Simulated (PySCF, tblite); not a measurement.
**C₆H₆NO₂ radical: geometry, infrared bands and EPR parameters**

What infrared bands and EPR parameters should C₆H₆NO₂ radical (`C=C1[C](C=O)[C@@H]1NC=O`) show?

Programs: tblite 0.8.0 and PySCF 2.14.0, with density-fitted response routines of our own. Each step states its level of theory. These are calculated values for one molecule in the gas phase, unless marked as measured. Atoms count from 0, in the outputs and in this text.

## 1. The starting structure

15 atoms, charge 0, multiplicity 2; geometry from: force field or distance geometry start.

Bonds of the start (Å): C0–C1 1.30, C1–C2 1.40, C2–C3 1.49, C3–O4 1.21, C2–C5 1.49, C5–N6 1.43, N6–C7 1.37, C7–O8 1.23, C5–C1 1.40, C0–H9 1.10, C0–H10 1.08, C3–H11 1.10, C5–H12 1.09, N6–H13 1.02, C7–H14 1.10.

## 2. Relaxing the molecule with GFN2-xTB

Job settings and geometry (Å):

```
{"job": {"kind": "relax", "xc": "GFN2-xTB", "basis": "xTB"}, "charge": 0, "multiplicity": 2}
C     -2.032600    -0.811300    -0.908400
C     -1.105600    -0.385700    -0.099300
C     -0.736900     0.514400     0.906200
C     -0.721800     1.975500     0.637700
O      0.036900     2.482500    -0.160000
C      0.205800    -0.504300     0.373900
N      1.276700    -0.065500    -0.467700
C      2.277000    -0.901800    -0.890300
O      2.388900    -2.093900    -0.609500
H     -3.028100    -0.352100    -0.919300
H     -1.852600    -1.629300    -1.595000
H     -1.425700     2.554400     1.260400
H      0.439400    -1.305000     1.077000
H      1.287400     0.905000    -0.769600
H      2.986900    -0.375000    -1.544600
```

Run with:

```console
OMP_NUM_THREADS=1 python probes_run.py task.json out
```

This one command runs all jobs of the session in turn.

What it wrote:

```text
step      E/eV     max force
  0    -728.90785    3.287
  1    -729.11134    1.993
  2    -729.17880    0.990
  3    -729.21660    0.641
  4    -729.23889    0.419
  5    -729.25839    0.510
  6    -729.27209    0.408
  7    -729.28554    0.351
  8    -729.29801    0.267
  9    -729.30555    0.318
 10    -729.31608    0.294
 11    -729.32724    0.360
 12    -729.34424    0.371
 13    -729.36676    0.478
 14    -729.39083    0.499
 15    -729.40673    0.465
 16    -729.42508    0.449
 17    -729.43197    0.708
 18    -729.44254    0.327
 19    -729.45401    0.704
 20    -729.46654    0.751
 21    -729.48167    0.669
 22    -729.49866    0.544
 23    -729.51206    0.238
 24    -729.49309    1.531
 25    -729.52105    0.208
 26    -729.52447    0.169
 27    -729.53091    0.273
 28    -729.53266    0.122
 29    -729.53524    0.109
 30    -729.53734    0.118
 31    -729.54003    0.125
 32    -729.54177    0.108
 33    -729.54336    0.108
 34    -729.54476    0.096
 35    -729.54635    0.132
 36    -729.54807    0.121
 37    -729.54963    0.121
 38    -729.55085    0.087
 39    -729.55204    0.098
 40    -729.55333    0.098
 41    -729.55474    0.093
 42    -729.55554    0.101
 43    -729.55648    0.098
 44    -729.55744    0.076
 45    -729.55835    0.068
 46    -729.55896    0.061
 47    -729.55943    0.053
 48    -729.55991    0.050
 49    -729.56041    0.062
 50    -729.56091    0.056
 51    -729.56141    0.061
 52    -729.56194    0.055
 53    -729.56249    0.050
 54    -729.56296    0.082
 55    -729.56333    0.053
 56    -729.56366    0.057
 57    -729.56402    0.037
 58    -729.56434    0.030
 59    -729.56457    0.043
 60    -729.56482    0.059
 61    -729.56507    0.061
 62    -729.56538    0.051
 63    -729.56572    0.041
 64    -729.56610    0.046
 65    -729.56646    0.046
 66    -729.56671    0.033
 67    -729.56686    0.026
 68    -729.56695    0.036
 69    -729.56702    0.037
 70    -729.56708    0.029
 71    -729.56715    0.022
 72    -729.56722    0.024
 73    -729.56731    0.029
 74    -729.56739    0.034
 75    -729.56746    0.026
 76    -729.56751    0.014
 77    -729.56754    0.014
 78    -729.56757    0.016
 79    -729.56761    0.018
 80    -729.56766    0.016
 81    -729.56771    0.018
 82    -729.56776    0.016
 83    -729.56780    0.019
 84    -729.56783    0.020
 85    -729.56786    0.018
 86    -729.56789    0.017
 87    -729.56793    0.021
 88    -729.56795    0.015
 89    -729.56797    0.009
```

Run time: 0.34 s. Hardware: 1 thread of AMD EPYC 9R45, shared host; peak memory 0.18 GiB.

Along the way: (not every step is listed)

```csv
step,energy from step 0 (eV),largest force (eV/Å)
0,0.0000,3.2867
1,-0.2035,1.9935
2,-0.2709,0.9899
3,-0.3087,0.6408
4,-0.3310,0.4188
5,-0.3505,0.5096
6,-0.3642,0.4081
7,-0.3777,0.3512
8,-0.3902,0.2668
15,-0.4989,0.4647
22,-0.5908,0.5435
29,-0.6274,0.1093
36,-0.6402,0.1210
43,-0.6486,0.0984
50,-0.6531,0.0560
57,-0.6562,0.0371
64,-0.6582,0.0465
71,-0.6593,0.0217
78,-0.6597,0.0155
84,-0.6600,0.0199
85,-0.6600,0.0175
86,-0.6600,0.0166
87,-0.6601,0.0209
88,-0.6601,0.0149
89,-0.6601,0.0086
```

Close pairs (by a distance rule), those that changed most:

```csv
bond,before (Å),after (Å),change (Å)
C1–C5,1.399,1.521,+0.122
C2–C3,1.486,1.415,-0.071
C7–O8,1.230,1.203,-0.026
C0–C1,1.302,1.328,+0.026
C0–H9,1.096,1.078,-0.019
C1–C2,1.399,1.380,-0.019
N6–C7,1.371,1.352,-0.018
C2–C5,1.487,1.475,-0.011
```

The end geometry stands in the next job.

## 3. Vibrational analysis with GFN2-xTB

Job settings and geometry (Å):

```
{"job": {"kind": "ir", "xc": "GFN2-xTB", "basis": "xTB"}, "charge": 0, "multiplicity": 2}
C     -2.178877    -0.921120    -0.863823
C     -1.193169    -0.296036    -0.230186
C     -0.659088     0.731820     0.520550
C     -0.711733     2.109110     0.838741
O      0.252515     2.811952     1.086856
C      0.272503    -0.357560     0.171475
N      1.346933    -0.113522    -0.728733
C      2.350159    -1.005341    -0.893734
O      2.412829    -2.078144    -0.352109
H     -3.206316    -0.626061    -0.727269
H     -1.983714    -1.766736    -1.501217
H     -1.741771     2.514171     0.878926
H      0.537305    -1.143402     0.874046
H      1.384446     0.788511    -1.179234
H      3.113566    -0.639652    -1.602753
```

What it wrote:

```text
mode    cm-1     km/mol
  1      39.8      8.96
  2      67.3     10.50
  3     116.3      2.70
  4     152.4      1.06
  5     165.0     18.95
  6     223.7     20.50
  7     286.8      6.09
  8     325.6     29.91
  9     371.3      9.14
 10     488.3     21.86
 11     513.9     57.30
 12     571.4      7.01
 13     600.7      1.13
 14     715.4      2.66
 15     743.1     22.74
 16     830.0     33.41
 17     854.5     20.35
 18     915.3      6.78
 19     925.4     16.22
 20     949.3     26.71
 21     968.2      5.29
 22    1026.1      4.39
 23    1136.7     22.17
 24    1181.3     23.54
 25    1234.9     70.30
 26    1346.9     31.27
 27    1362.6     10.00
 28    1367.6      2.23
 29    1381.4    161.56
 30    1471.1     21.97
 31    1629.4    458.47
 32    1750.3    599.23
 33    1782.1     42.62
 34    2759.7    125.04
 35    2795.5    123.03
 36    2997.0      6.56
 37    3088.7      1.10
 38    3119.7      5.48
 39    3442.4      7.67
```

Wall time 0.3 s (1 thread of AMD EPYC 9R45, shared host); peak memory 0.18 GiB.

Which atoms move in the most intense modes:

```csv
cm⁻¹,km/mol,atoms
514,57.3,H13 86 %
1235,70.3,"H12 63 %, N6 12 %"
1381,161.6,"N6 30 %, H13 26 %, C7 12 %"
1629,458.5,"C3 60 %, O4 36 %"
1750,599.2,"C7 61 %, O8 36 %"
1782,42.6,"C1 57 %, C2 21 %, C0 14 %"
2760,125.0,H11 94 %
2796,123.0,H14 94 %
```

## 4. EPR parameters: B3LYP/pcH-1

Same as in step 3 but for these lines:

```diff
@@ -1,2 +1,2 @@
-{"job": {"kind": "ir", "xc": "GFN2-xTB", "basis": "xTB"}, "charge": 0, "multiplicity": 2}
+{"job": {"kind": "epr", "basis": "pcH-1"}, "charge": 0, "multiplicity": 2}
 C     -2.178877    -0.921120    -0.863823
```

With the program's defaults for keys left out, this is: UKS B3LYP, pcH-1 on C H N O, non-relativistic, mean-field spin-orbit, GIAO.

What it wrote:

```text
UKS, coarse grid
  cycle   1  E = -437.07507122  |g| = 8.35e-01
  cycle   2  E = -435.05561866  |g| = 2.21e+00
  cycle   3  E = -437.28160653  |g| = 3.43e-01
  cycle   4  E = -437.33358693  |g| = 1.96e-01
  cycle   5  E = -437.34721783  |g| = 8.38e-02
  cycle   6  E = -437.35002958  |g| = 2.51e-02
  cycle   7  E = -437.35036382  |g| = 1.28e-02
  cycle   8  E = -437.35050644  |g| = 5.85e-03
  cycle   9  E = -437.35055119  |g| = 3.66e-03
  cycle  10  E = -437.35056436  |g| = 1.58e-03
  cycle  11  E = -437.35056607  |g| = 9.15e-04
UKS, final grid
  cycle   1  E = -437.35055989  |g| = 1.48e-03
  cycle   2  E = -437.35055766  |g| = 2.77e-03
  cycle   3  E = -437.35056101  |g| = 2.71e-04
  cycle   4  E = -437.35056106  |g| = 1.38e-04
  cycle   5  E = -437.35056109  |g| = 9.90e-05
  cycle   6  E = -437.35056111  |g| = 3.92e-05
  cycle   7  E = -437.35056111  |g| = 8.67e-06
E = -437.35056111 Eh   <S^2> = 0.7757 (exact 0.7500)
g shifts (ppm)      1          2          3
  rmc          -185       -185       -185
  gc             -5         40         34
  oz_so         182       1753       4831
  total          -8       1607       4680
hyperfine (MHz)  atom isotope    a_iso     a_fc   dipolar eigenvalues
    0   13C      37.01      37.01    -36.48    -35.91     72.39
    1   13C     -41.13     -41.13    -25.85     10.58     15.26
    2   13C      54.87      54.87    -44.66    -41.79     86.46
    3   13C     -27.94     -27.94     -9.71      2.34      7.37
    4   17O     -15.79     -15.79    -72.80     36.17     36.63
    5   13C     -10.64     -10.64     -3.63     -1.46      5.08
    6   14N       1.50       1.50     -1.53     -1.16      2.69
    7   13C      -0.89      -0.89     -0.67     -0.32      0.99
    8   17O      -1.10      -1.10     -5.46      2.17      3.28
    9    1H     -25.21     -25.21    -15.99     -1.55     17.54
   10    1H     -27.74     -27.74    -17.00     -1.46     18.46
   11    1H       1.27       1.27     -3.99     -1.57      5.56
   12    1H      43.98      43.98     -3.39     -1.95      5.34
   13    1H      -2.16      -2.16     -2.59     -0.73      3.32
   14    1H       4.12       4.12     -0.77     -0.59      1.36
```

Run time: 42 s. Hardware: 1 thread of AMD EPYC 9R45, shared host; peak memory 1.1 GiB.

Principal g values 2.00231, 2.00393, 2.00700; g(iso) = 2.00441, against 2.00232 for a free electron.

Hyperfine couplings, nucleus by nucleus at this fixed geometry (no averaging over rotations):

```csv
nuclei,isotope,a(iso) (MHz),"a(iso) (G, at g = 2.0023)",largest dipolar term (MHz)
C2,13C,54.9,19.6,86.5
H12,1H,44.0,15.7,5.3
C1,13C,-41.1,-14.7,-25.8
C0,13C,37.0,13.2,72.4
C3,13C,-27.9,-10.0,-9.7
H10,1H,-27.7,-9.9,18.5
H9,1H,-25.2,-9.0,17.5
O4,17O,-15.8,-5.6,-72.8
C5,13C,-10.6,-3.8,5.1
H14,1H,4.1,1.5,1.4
H13,1H,-2.2,-0.8,3.3
N6,14N,1.5,0.5,2.7
H11,1H,1.3,0.5,5.6
O8,17O,-1.1,-0.4,-5.5
```

Mulliken spin populations:

C0 0.49; C1 -0.18; C2 0.54; C3 -0.08; O4 0.23; C5 0.00; N6 0.02; C7 0.00; O8 0.01; H9 -0.02; H10 -0.02; H11 0.00; H12 0.02; H13 0.00; H14 0.00

In first order the couplings over 0.8 MHz of 1H, 14N give 192 distinct lines over 38.4 G.

Orbitals, density, ELF and potential are computed afterwards from the orbital file.

ELF in a plane through or near 8 of the atoms.

Ten even steps from ' ' (0.00) to '@' (1.00):
```
                                                        
                                                        
                              ..--==--..                
                          ..==**%%%%##==                
                          --##%%**%%##::                
                          ..**######++--++##**..        
                  ..::::      ..++----@@@@@@@@++        
        ::++**--..--####::  ..--####++@@@@@@@@==        
        ==%%@@%%==##****++..--++****::..--++==          
        ..**%%--::%%==--##--::==####--                  
          ..++--::######**==++++**##==                  
            ::++++::::::..--**====##--                  
          ..::::..        ..::**%%++++%%@@%%==          
                            ::**==++##@@@@@@%%          
                          ==@@@@@@####@@@@@@++          
                          ##@@@@@@##..::++--            
                          ..##%%##::                    
                                                        
                                                        
                                                        
```
The map spans 11.9 Å across and 11.0 Å up, centred on the molecule. Atoms in the plane (x, y in Å): C0 (1.4, -2.0), C1 (1.0, -0.8), C3 (1.7, 1.8), O4 (1.2, 2.9), N6 (-1.4, 0.3), C7 (-2.6, 0.0), H9 (2.5, -2.1), H11 (2.8, 1.7).

On the surface of density 0.002 e/bohr³ the electrostatic potential runs, from the 1st to the 99th percentile, from -1.80 V near O8 to 2.13 V near H13.

The spin density lies nearest to C2 31 %; C0 24 %; O4 17 %; C1 9 % (beta excess).

## 5. Summary of results

| quantity | value |
| --- | --- |
| strongest single infrared mode (GFN2-xTB) | 1750 cm⁻¹, 599 km/mol |
| zero-point energy (GFN2-xTB) | 65.3 kcal/mol |
| g(iso) (B3LYP) | 2.00441 |
| ⟨S²⟩ | 0.776 (exact 0.75) |
| largest a(iso) | 13C on C2, 54.9 MHz |
| surface potential, 1st and 99th percentile | -1.80 V and 2.13 V |

**Reading.** The optimisation took 89 steps and gained 0.660 eV; among the close pairs (by a distance rule), C1–C5 changed most, from 1.399 to 1.521 Å. All 39 modes are real, so the xTB geometry is a minimum. The strongest single mode, at 1750 cm⁻¹, moves mainly C7 and O8. GFN2-xTB is a fitted tight-binding method: band positions and strengths are rough. Its intensities can rank the bands wrongly. The largest spin populations lie on C2 (0.54 e), C0 (0.49 e). The isotropic g lies 2.1 ppt above the free-electron value.
